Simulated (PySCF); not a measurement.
# One shape, several levels: CH7FN2Si (SMILES CN[SiH](N)F)

Wanted: a comparison of 6 runs (HF/3-21G, SVWN5/3-21G, B3LYP/6-31G*, PBE0/def2-SVP, SVWN5/def2-SVP, B3LYP/6-311G**) of CH7FN2Si. Input form: a Python script.

The calculation is run with PySCF 2.14.0.

### Step 1. The molecule

The species is CH7FN2Si (12 atoms), meant as a singlet with charge 0. SMILES: `CN[SiH](N)F`. The shape is that of a PBE0-D4/def2-TZVP optimisation. This is one conformer, not always the lowest.

Bond lengths: C1–N2 1.447 Å, N2–Si3 1.692 Å, Si3–N4 1.700 Å, Si3–F5 1.605 Å, C1–H6 1.094 Å, C1–H7 1.092 Å, C1–H8 1.096 Å, N2–H9 1.008 Å, Si3–H10 1.483 Å, N4–H11 1.006 Å, N4–H12 1.005 Å. Some angles: C1–N2–Si3 125.9°, N2–Si3–N4 108.0°, N2–Si3–F5 116.4°, N4–Si3–F5 103.5°, C1–N2–H9 114.3°, Si3–N2–H9 118.0°, N2–C1–H6 111.4°, N2–C1–H7 109.5°, N2–C1–H8 112.9°, N2–Si3–H10 106.1°.

### Step 2. Energy and gradient at HF/3-21G (run 1)

The input, geometry.xyz:

```xyz
12
CH7FN2Si
C     -1.430400     1.177200     0.532100
N     -0.091000     0.691400     0.282100
Si     0.310200    -0.719100    -0.562400
N      1.879200    -1.180900    -0.098300
F      0.415400    -0.589200    -2.158800
H     -1.539700     1.534700     1.560600
H     -2.144700     0.362300     0.394500
H     -1.722800     1.987900    -0.144800
H      0.632600     1.378300     0.426400
H     -0.815000    -1.661300    -0.348100
H      2.459600    -1.721600    -0.717100
H      2.123500    -1.315000     0.867800
```

The input, calc.py:

```python
import pyscf.grad
from pyscf import gto, scf

mol = gto.M(
    atom='geometry.xyz',
    charge=0,
    verbose=4,
    basis='3-21g',
    max_memory=1860,
)

calc0 = scf.RHF(mol)
calc0.conv_tol = 1e-10
calc0.kernel()
if not calc0.converged:
    calc0 = calc0.newton().run(calc0.mo_coeff, calc0.mo_occ)

etot = calc0.e_tot
print(f'total energy: {etot:.8f} hartree')
grad = calc0.Gradients().kernel()
dip = calc0.dip_moment()
pop, q = calc0.mulliken_pop()
```

Launch:

```bash
$ OMP_NUM_THREADS=1 python calc.py
```

Output:

```text
PySCF version 2.14.0

[... 66 lines left out ...]
converged SCF energy = -536.441581402863
total energy: -536.44158140 hartree
[... 11 lines left out ...]
Dipole moment(X, Y, Z, Debye):  0.37671, -0.00193,  2.34302
[... 76 lines left out ...]
charge of   11H =      0.33557
```

It took 1.9 s on 1 thread of Arm Neoverse V2, shared host; peak memory 0.13 GiB.

### Step 3. Energy and gradient at SVWN5/3-21G (run 2)

The input, calc.py:

```python
import pyscf.grad
from pyscf import gto, dft

mol = gto.Mole()
mol.atom = '''
C       -1.430400       1.177200       0.532100
N       -0.091000       0.691400       0.282100
Si       0.310200      -0.719100      -0.562400
N        1.879200      -1.180900      -0.098300
F        0.415400      -0.589200      -2.158800
H       -1.539700       1.534700       1.560600
H       -2.144700       0.362300       0.394500
H       -1.722800       1.987900      -0.144800
H        0.632600       1.378300       0.426400
H       -0.815000      -1.661300      -0.348100
H        2.459600      -1.721600      -0.717100
H        2.123500      -1.315000       0.867800
'''
mol.max_memory = 1860
mol.verbose = 4
mol.spin = 0
mol.basis = '3-21g'
mol.build()

mf = dft.RKS(mol)
mf.xc = 'svwn'
mf.conv_tol = 1e-10
mf.grids.level = 5
mf.kernel()
if not mf.converged:
    mf = mf.newton().run(mf.mo_coeff, mf.mo_occ)

e_tot = mf.e_tot
print(f'total energy: {e_tot:.8f} hartree')
grad = mf.Gradients().kernel()
dip = mf.dip_moment()
pop, q = mf.mulliken_pop()
```

Launch:

```bash
$ OMP_NUM_THREADS=1 python calc.py
```

Output:

```text
PySCF version 2.14.0

[... 84 lines left out ...]
converged SCF energy = -535.276736811089
total energy: -535.27673681 hartree
[... 12 lines left out ...]
Dipole moment(X, Y, Z, Debye):  0.70162,  0.18631,  2.13083
[... 76 lines left out ...]
charge of   11H =      0.31430
```

Run time: 12 s. Hardware: 1 thread of Arm Neoverse V2, shared host; peak memory 0.37 GiB.

Runs 3 to 5 aren't shown in full; the table further down has their settings and results.

### Step 4. Energy and gradient at B3LYP/6-311G(d,p) (run 6)

The input, job.py:

```python
from pyscf import gto, dft

mol = gto.M(
    atom=[
    ('C', (-1.430400, 1.177200, 0.532100)),
    ('N', (-0.091000, 0.691400, 0.282100)),
    ('Si', (0.310200, -0.719100, -0.562400)),
    ('N', (1.879200, -1.180900, -0.098300)),
    ('F', (0.415400, -0.589200, -2.158800)),
    ('H', (-1.539700, 1.534700, 1.560600)),
    ('H', (-2.144700, 0.362300, 0.394500)),
    ('H', (-1.722800, 1.987900, -0.144800)),
    ('H', (0.632600, 1.378300, 0.426400)),
    ('H', (-0.815000, -1.661300, -0.348100)),
    ('H', (2.459600, -1.721600, -0.717100)),
    ('H', (2.123500, -1.315000, 0.867800)),
],
    charge=0,
    max_memory=1860,
    verbose=4,
    basis='6-311g**',
)

calc0 = dft.RKS(mol, xc='b3lyp')
calc0.conv_tol = 1e-10
calc0.grids.level = 5
calc0.kernel()
if not calc0.converged:
    calc0 = calc0.newton().run(calc0.mo_coeff, calc0.mo_occ)

energy = calc0.e_tot
print('E = %.10f Eh' % energy)
grad = calc0.nuc_grad_method().kernel()
dip = calc0.dip_moment()
pop, q = calc0.mulliken_pop()
```

Launch:

```bash
$ OMP_NUM_THREADS=1 python job.py
```

Output:

```text
PySCF version 2.14.0

[... 82 lines left out ...]
converged SCF energy = -541.382719396765
[... 13 lines left out ...]
Dipole moment(X, Y, Z, Debye):  0.58163,  0.25608,  2.15489
[... 153 lines left out ...]
charge of   11H =      0.22900
```

Run time: 71 s. Hardware: 1 thread of Arm Neoverse V2, shared host; peak memory 1.6 GiB.

### Step 5. All runs side by side

```tsv
run	level	integration grid	energy (Eh)	dipole moment (D)	HOMO energy (eV)	LUMO energy (eV)	wall time
1	HF/3-21G	–	-536.441581	2.37	-10.32	6.31	1.9 s
2	SVWN5/3-21G	5	-535.276737	2.25	-5.12	1.72	12 s
3	B3LYP/6-31G* (spherical functions)	5	-541.262780	2.11	-6.57	1.83	38 s
4	PBE0/def2-SVP	5	-540.595439	2.19	-6.95	1.86	46 s
5	SVWN5/def2-SVP	5	-537.906929	2.20	-5.56	0.84	29 s
6	B3LYP/6-311G**	5	-541.382719	2.25	-6.80	1.06	71 s
```

### Step 6. Results

| quantity | value |
| --- | --- |
| run 6: total energy | -541.38272 Eh |
| run 6: dipole moment | 2.25 D |
| run 6: HOMO energy | -6.80 eV |
| run 6: LUMO energy | 1.06 eV |
| run 6: HOMO–LUMO gap | 7.86 eV |
| run 6: largest force on an atom | 0.873 eV/Å |

The dipole moment (its size) runs from 2.11 D (B3LYP/6-31G*) to 2.37 D (HF/3-21G). The two ends differ in method and basis. The HOMO–LUMO gap runs from 6.40 eV (SVWN5/def2-SVP) to 16.63 eV (HF/3-21G). Totals of different functionals can't be ranked against each other. All runs together took 3.3 min, the longest 71 s.
